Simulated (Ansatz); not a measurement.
Ta4NiO11:

```
Ta Ni O
1.0
     1.95495  -14.82973    0.00000
     1.95495   14.82973    0.00000
     0.00000    0.00000    3.88590
Ta Ni O
4 1 11
Direct
  0.20437 0.79563 0.00000
  0.92451 0.07549 0.00000
  0.07549 0.92451 0.00000
  0.79563 0.20437 0.00000
  0.50000 0.50000 0.00000
  0.13987 0.86013 0.00000
  0.72107 0.27893 0.00000
  0.43645 0.56355 0.00000
  0.56355 0.43645 0.00000
  0.00000 0.00000 0.00000
  0.86013 0.13987 0.00000
  0.27893 0.72107 0.00000
  0.92790 0.07210 0.50000
  0.07210 0.92790 0.50000
  0.79436 0.20564 0.50000
  0.20564 0.79436 0.50000
```

The cell was built by a generator and needn't be a form met in nature.

Program: Ansatz 0.2.0. Alike in all runs: potentials or basis all-electron LAPW, scalar-relativistic; spin collinear, ferromagnetic start; cell as given; smearing fermi-dirac 0.05 eV; basis error allowed 0.003 eV/atom.

Question: Order these runs on this cell by their pressure, lowest first.
A. level PBE; k mesh 7 × 7 × 7; cutoff (eV) 455
B. level PBEsol; k mesh 5 × 5 × 5; cutoff (eV) 455
C. level LDA; k mesh 5 × 5 × 5; cutoff (eV) 454

Answer: C (-9.8 GPa), B (-5.3 GPa), A (0.2 GPa).

Caveats: the k mesh is thin for a metal, which can move the energy by tens of meV per atom (some runs); a cell with one magnetic atom can't hold antiferromagnetic order, which such compounds often take (some runs).
